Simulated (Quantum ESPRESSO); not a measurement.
# ScSi2 (P6/mmm) in Quantum ESPRESSO: convergence with number of bands

Aim: find how far number of bands must go before the results for ScSi2 settle, at PBEsol. This setting moves, with any that are tied to it; all else stays.

Program: Quantum ESPRESSO 7.5. These are calculated values, not measurements. Logs are shortened: lines on timing, memory, paths and dates and some standing lists are left out, and cuts for length are marked.

## (1) The crystal as given

The structure is hexagonal, space group P6/mmm (No. 191). The conventional cell has a = 3.660 Å, b = 3.660 Å, c = 3.870 Å, α = 90.00°, β = 90.00°, γ = 120.00°. Sc (site symmetry 6/mmm) is surrounded by 12 Si at 2.87 Å. Si (site symmetry -6m2) has 3 Si at 2.11 Å as nearest neighbours.

## (2) With number of bands 12

The input, pw.in:

```
&CONTROL
  calculation = 'scf'
  prefix = 'pwscf'
  outdir = './tmp'
  pseudo_dir = './pseudo'
  tprnfor = .true.
  tstress = .true.
  disk_io = 'nowf'
/
&SYSTEM
  ibrav = 0
  nat = 3
  ntyp = 2
  ecutwfc = 45
  ecutrho = 360
  nbnd = 12
  occupations = 'smearing'
  smearing = 'mv'
  degauss = 0.00734986
/
&ELECTRONS
  conv_thr = 6d-10
  electron_maxstep = 120
  mixing_beta = 0.5
/
ATOMIC_SPECIES
Sc    44.9559 sc_pbesol_v1.uspp.F.UPF
Si    28.0850 si_pbesol_v1.uspp.F.UPF
CELL_PARAMETERS angstrom
   3.6600000000    0.0000000000    0.0000000000
  -1.8300000000    3.1696529779    0.0000000000
   0.0000000000    0.0000000000    3.8700000000
ATOMIC_POSITIONS crystal
Sc     0.0000000000    0.0000000000    0.0000000000
Si     0.6666666667    0.3333333333    0.5000000000
Si     0.3333333333    0.6666666667    0.5000000000
K_POINTS automatic
8 8 7 0 0 0
```

Potentials or basis: GBRV 1.5 PBEsol.

Started as:

```bash
$ OMP_NUM_THREADS=1 pw.x -in pw.in > pw.out
```

Wall time 22 s (1 thread of Arm Neoverse V1, shared host); peak memory 0.16 GiB.

Results:

- Free energy: -1542.9775 eV
- Pressure: 21.5 GPa
- Band gap on the k mesh: none (metal or under the smearing width)

## (3) With number of bands 13

pw.in: that of step 2 with these lines changed.

```diff
@@ -15,3 +15,3 @@
   ecutrho = 360
-  nbnd = 12
+  nbnd = 13
   occupations = 'smearing'
```

Potentials or basis: GBRV 1.5 PBEsol.

Started as:

```bash
$ OMP_NUM_THREADS=1 pw.x -in pw.in > pw.out
```

Run time: 21 s. Hardware: 1 thread of Arm Neoverse V1, shared host; peak memory 0.16 GiB.

What came out:

* Free energy: -1542.9775 eV
* Pressure: 21.5 GPa
* Band gap on the k mesh: none (metal or under the smearing width)

## (4) With number of bands 14

pw.in: that of step 3 with these lines changed.

```diff
@@ -15,3 +15,3 @@
   ecutrho = 360
-  nbnd = 13
+  nbnd = 14
   occupations = 'smearing'
```

Started as:

```bash
$ OMP_NUM_THREADS=1 pw.x -in pw.in > pw.out
```

Wall time 22 s (1 thread of Arm Neoverse V1, shared host); peak memory 0.16 GiB.

What came out:

```yaml
Free_energy: -1542.9775 eV
Pressure: 21.5 GPa
Band_gap_on_the_k_mesh: none (metal or under the smearing width)
```

## (5) With number of bands 16

pw.in: that of step 4 with these lines changed.

```diff
@@ -15,3 +15,3 @@
   ecutrho = 360
-  nbnd = 14
+  nbnd = 16
   occupations = 'smearing'
```

Started as:

```bash
$ OMP_NUM_THREADS=1 pw.x -in pw.in > pw.out
```

Wall time 22 s (1 thread of Arm Neoverse V1, shared host); peak memory 0.16 GiB.

The run converged. Its results:

- Free energy: -1542.9775 eV
- Pressure: 21.5 GPa
- Band gap on the k mesh: none (metal or under the smearing width)

## (6) With number of bands 20

pw.in: that of step 5 with these lines changed.

```diff
@@ -15,3 +15,3 @@
   ecutrho = 360
-  nbnd = 16
+  nbnd = 20
   occupations = 'smearing'
```

Potentials or basis: GBRV 1.5 PBEsol.

Started as:

```bash
$ OMP_NUM_THREADS=1 pw.x -in pw.in > pw.out
```

It took 23 s on 1 thread of Arm Neoverse V1, shared host; peak memory 0.17 GiB.

Results (log left out):

```yaml
Free_energy: -1542.9775 eV
Pressure: 21.5 GPa
Band_gap_on_the_k_mesh: none (metal or under the smearing width)
```

## (7) With number of bands 28

pw.in: that of step 6 with these lines changed.

```diff
@@ -15,3 +15,3 @@
   ecutrho = 360
-  nbnd = 20
+  nbnd = 28
   occupations = 'smearing'
```

Potentials or basis: GBRV 1.5 PBEsol.

Started as:

```bash
$ OMP_NUM_THREADS=1 pw.x -in pw.in > pw.out
```

pw.out:

```text
This program is part of the open-source Quantum ESPRESSO suite
     for quantum simulation of materials; please cite
         "P. Giannozzi et al., J. Phys.:Condens. Matter 21 395502 (2009);
         "P. Giannozzi et al., J. Phys.:Condens. Matter 29 465901 (2017);
         "P. Giannozzi et al., J. Chem. Phys. 152 154105 (2020);
     in publications or presentations arising from this work. More details at

     Message from routine setup:
     using ibrav=0 with symmetry is DISCOURAGED, use correct ibrav instead

     G-vector sticks info
     --------------------
     sticks:   dense  smooth     PW     G-vecs:    dense   smooth      PW
     Sum        1189     595    187                34989    12361    2039

     Using Slab Decomposition

     bravais-lattice index     =            0
     lattice parameter (alat)  =       6.9164  a.u.
     unit-cell volume          =     302.9705 (a.u.)^3
     number of atoms/cell      =            3
     number of atomic types    =            2
     number of electrons       =        19.00
     number of Kohn-Sham states=           28
     kinetic-energy cutoff     =      45.0000  Ry
     charge density cutoff     =     360.0000  Ry
     scf convergence threshold =      6.0E-10
     mixing beta               =       0.5000
     number of iterations used =            8  plain     mixing
     Exchange-correlation= SLA  PW   PSX  PSC
                           (   1   4  10   8   0   0   0)

     celldm(1)=   6.916398  celldm(2)=   0.000000  celldm(3)=   0.000000
     celldm(4)=   0.000000  celldm(5)=   0.000000  celldm(6)=   0.000000

     crystal axes: (cart. coord. in units of alat)
               a(1) = (   1.000000   0.000000   0.000000 )
               a(2) = (  -0.500000   0.866025   0.000000 )
               a(3) = (   0.000000   0.000000   1.057377 )

     reciprocal axes: (cart. coord. in units 2 pi/alat)
               b(1) = (  1.000000  0.577350 -0.000000 )
               b(2) = (  0.000000  1.154701  0.000000 )
               b(3) = (  0.000000 -0.000000  0.945736 )

     PseudoPot. # 1 for Sc read from file:
     sc_pbesol_v1.uspp.F.UPF
     Pseudo is Ultrasoft + core correction, Zval = 11.0
     Generated by new atomic code, or converted to UPF format
     Using radial grid of  849 points,  6 beta functions with:
                l(1) =   0
                l(2) =   0
                l(3) =   1
                l(4) =   1
                l(5) =   2
                l(6) =   2
     Q(r) pseudized with  6 coefficients,  rinner =    1.200   1.200   1.200
                                                       1.200   1.200

     PseudoPot. # 2 for Si read from file:
     si_pbesol_v1.uspp.F.UPF
     Pseudo is Ultrasoft + core correction, Zval =  4.0
     Generated by new atomic code, or converted to UPF format
     Using radial grid of  899 points,  6 beta functions with:
                l(1) =   0
                l(2) =   0
                l(3) =   1
                l(4) =   1
                l(5) =   2
                l(6) =   2
     Q(r) pseudized with  8 coefficients,  rinner =    0.900   0.900   0.900
                                                       0.900   0.900

     atomic species   valence    mass     pseudopotential
     Sc               11.00    44.95590     Sc( 1.00)
     Si                4.00    28.08500     Si( 1.00)

     24 Sym. Ops., with inversion, found

   Cartesian axes

     site n.     atom                  positions (alat units)
         1        Sc     tau(   1) = (   0.0000000   0.0000000   0.0000000  )
         2        Si     tau(   2) = (   0.5000000   0.2886751   0.5286885  )
         3        Si     tau(   3) = (  -0.0000000   0.5773503   0.5286885  )

     number of k points=    40  Marzari-Vanderbilt smearing, width (Ry)=  0.0073
                       cart. coord. in units 2pi/alat
        k(    1) = (   0.0000000   0.0000000   0.0000000), wk =   0.0044643
        k(    2) = (   0.0000000   0.0000000   0.1351052), wk =   0.0089286
        k(    3) = (   0.0000000   0.0000000   0.2702104), wk =   0.0089286
        k(    4) = (   0.0000000   0.0000000   0.4053156), wk =   0.0089286
        k(    5) = (   0.0000000   0.1443376   0.0000000), wk =   0.0267857
        k(    6) = (   0.0000000   0.1443376   0.1351052), wk =   0.0535714
[... 32 lines left out ...]
        k(   39) = (   0.2500000   0.5773503   0.2702104), wk =   0.0535714
        k(   40) = (   0.2500000   0.5773503   0.4053156), wk =   0.0535714

     Dense  grid:    34989 G-vectors     FFT dimensions: (  45,  45,  45)

     Smooth grid:    12361 G-vectors     FFT dimensions: (  30,  30,  32)

     Initial potential from superposition of free atoms

     starting charge      18.9964, renormalised to      19.0000
     Starting wfcs are   21 randomized atomic wfcs +    7 random wfcs

     Self-consistent Calculation

     iteration #  1     ecut=    45.00 Ry     beta= 0.50
     Davidson diagonalization with overlap
     ethr =  1.00E-02,  avg # of iterations =  5.7

     Threshold (ethr) on eigenvalues was too large:
     Diagonalizing with lowered threshold

     Davidson diagonalization with overlap
     ethr =  5.56E-04,  avg # of iterations =  1.6

     total energy              =    -113.37147203 Ry
     estimated scf accuracy    <       0.10581636 Ry

     iteration #  2     ecut=    45.00 Ry     beta= 0.50
     Davidson diagonalization with overlap
     ethr =  5.57E-04,  avg # of iterations =  1.9
[... 36 lines left out ...]
     total energy              =    -113.40675732 Ry
     estimated scf accuracy    <          3.8E-09 Ry

     iteration #  8     ecut=    45.00 Ry     beta= 0.50
     Davidson diagonalization with overlap
     ethr =  1.98E-11,  avg # of iterations =  4.2

     End of self-consistent calculation

          k = 0.0000 0.0000 0.0000 (  1545 PWs)   bands (ev):

   -36.8414 -15.6494 -15.5614 -15.5614  -1.3405   8.9606   9.0595   9.0595
    10.4070  13.5722  13.5722  13.6890  14.1536  14.1536  15.1909  15.1909
    16.5153  19.8668  20.6101  20.6101  22.6700  27.5141  28.8002  28.8002
    29.2085  29.2085  29.8656  29.8961

          k = 0.0000 0.0000 0.1351 (  1539 PWs)   bands (ev):

   -36.8408 -15.6638 -15.5603 -15.5603  -1.1977   7.7380   9.1818   9.1818
    11.5712  12.6518  12.6518  13.8564  14.7040  14.7040  15.3716  15.3716
    17.1818  19.2825  21.0322  21.0322  22.0731  26.8333  26.8333  28.3859
    29.6339  29.6339  29.7294  31.9690
[... 92 lines left out ...]
          k = 0.0000 0.4330 0.4053 (  1538 PWs)   bands (ev):

   -36.8292 -15.6911 -15.6609 -15.5807   1.0045   4.5651   7.2764   7.7571
     9.7799  12.0429  14.3584  14.6640  15.3478  15.7492  16.4115  17.4211
    20.3184  20.3796  20.7276  22.2891  25.1272  25.5215  26.8932  27.0385
    28.6143  29.4330  30.5307  31.2940

          k = 0.0000-0.5774 0.0000 (  1548 PWs)   bands (ev):

   -36.8304 -15.6922 -15.6280 -15.5913   1.5973   2.7198   8.0008   9.2943
     9.7378  13.0042  13.2830  14.7720  14.9889  15.1645  15.5799  18.1789
    20.1899  21.2462  21.5947  22.3194  23.1677  23.5907  25.0296  25.2172
    28.4690  31.3779  32.0391  32.2157

          k = 0.0000-0.5774 0.1351 (  1544 PWs)   bands (ev):

   -36.8299 -15.6895 -15.6395 -15.5901   1.6037   2.8644   7.9073   9.0477
     9.8274  11.9621  13.5540  15.0263  15.3753  15.4984  15.8311  18.5935
    19.8903  20.3188  21.5526  21.8436  22.9833  25.1625  25.4681  25.6368
    28.9359  31.3873  31.5728  32.2742

          k = 0.0000-0.5774 0.2702 (  1540 PWs)   bands (ev):

   -36.8286 -15.6835 -15.6653 -15.5872   1.6182   3.2307   7.7134   8.5784
     9.5134  11.4115  14.2928  15.1137  15.5026  15.6105  15.9593  18.4951
    19.9804  20.0849  21.9070  22.2719  22.5921  25.3690  26.0882  28.1301
    29.9049  29.9517  30.9710  31.9739

          k = 0.0000-0.5774 0.4053 (  1538 PWs)   bands (ev):

   -36.8276 -15.6858 -15.6787 -15.5849   1.6300   3.5862   7.5711   8.2597
     8.7891  11.9936  14.7078  15.1872  15.3516  15.6623  15.8348  16.8882
    20.5356  22.0478  22.2965  22.6800  22.7185  24.7547  26.9417  28.5402
    28.9923  29.6251  30.5412  31.9720

          k = 0.1250 0.2165 0.0000 (  1545 PWs)   bands (ev):

   -36.8370 -15.6409 -15.6117 -15.5755  -0.6667   6.6798   8.1238   9.0463
    10.7862  13.2481  13.3807  13.4832  14.4444  15.6184  15.8471  17.0338
    17.3750  17.7118  21.1807  24.0039  24.5022  24.9636  25.7634  25.8492
    29.5322  29.6299  29.7589  31.9369
[... 127 lines left out ...]
          k = 0.2500 0.5774 0.4053 (  1540 PWs)   bands (ev):

   -36.8265 -15.6822 -15.6564 -15.6233   2.2698   3.2317   6.1503   8.5766
     8.9857  13.6511  14.7055  14.9755  15.2925  15.6110  15.8002  16.5916
    19.1480  19.4135  24.0386  24.0904  25.2231  26.5629  27.1155  27.1837
    28.2208  28.8604  29.6630  30.4681

     the Fermi energy is    12.5158 ev

!    total energy              =    -113.40675732 Ry
     estimated scf accuracy    <          3.0E-10 Ry
     smearing contrib. (-TS)   =       0.00002567 Ry
     internal energy E=F+TS    =    -113.40678300 Ry

     The total energy is F=E-TS. E is the sum of the following terms:
     one-electron contribution =     -28.13008083 Ry
     hartree contribution      =      22.41450164 Ry
     xc contribution           =     -22.28540884 Ry
     ewald contribution        =     -85.40579497 Ry

     convergence has been achieved in   8 iterations

     Forces acting on atoms (cartesian axes, Ry/au):

     atom    1 type  1   force =     0.00000000    0.00000000    0.00000000
     atom    2 type  2   force =    -0.00000000   -0.00000000    0.00000000
     atom    3 type  2   force =     0.00000000    0.00000000    0.00000000

     Total force =     0.000000     Total SCF correction =     0.000000

     Computing stress (Cartesian axis) and pressure

          total   stress  (Ry/bohr**3)                   (kbar)     P=      215.27
   0.00229874   0.00000000   0.00000000          338.16        0.00        0.00
   0.00000000   0.00229874  -0.00000000            0.00      338.16       -0.00
   0.00000000  -0.00000000  -0.00020744            0.00       -0.00      -30.52

=------------------------------------------------------------------------------=
   JOB DONE.
=------------------------------------------------------------------------------=
```

Run time: 34 s. Hardware: 1 thread of Arm Neoverse V1, shared host; peak memory 0.18 GiB.

What came out:

```yaml
Free_energy: -1542.9775 eV
Pressure: 21.5 GPa
Band_gap_on_the_k_mesh: none (metal or under the smearing width)
```

## (8) The series at a glance

```csv
number of bands,"energy less the tightest run, at zero smearing (meV/atom)",SCF cycles,CPU time (s),peak memory (GiB)
12,0.00,10,22,0.16
13,0.00,9,21,0.16
14,0.00,9,22,0.16
16,0.00,9,22,0.16
20,0.00,8,23,0.17
28,0.00,8,34,0.18
```

Against the tightest run, the energy stays within 1 meV/atom from 12 on. The tightest run that finished is the yardstick and may itself not be fully converged.

Caveats: so large a pressure means that the cell lies far from this level's equilibrium, or that cutoff or potentials fall short.
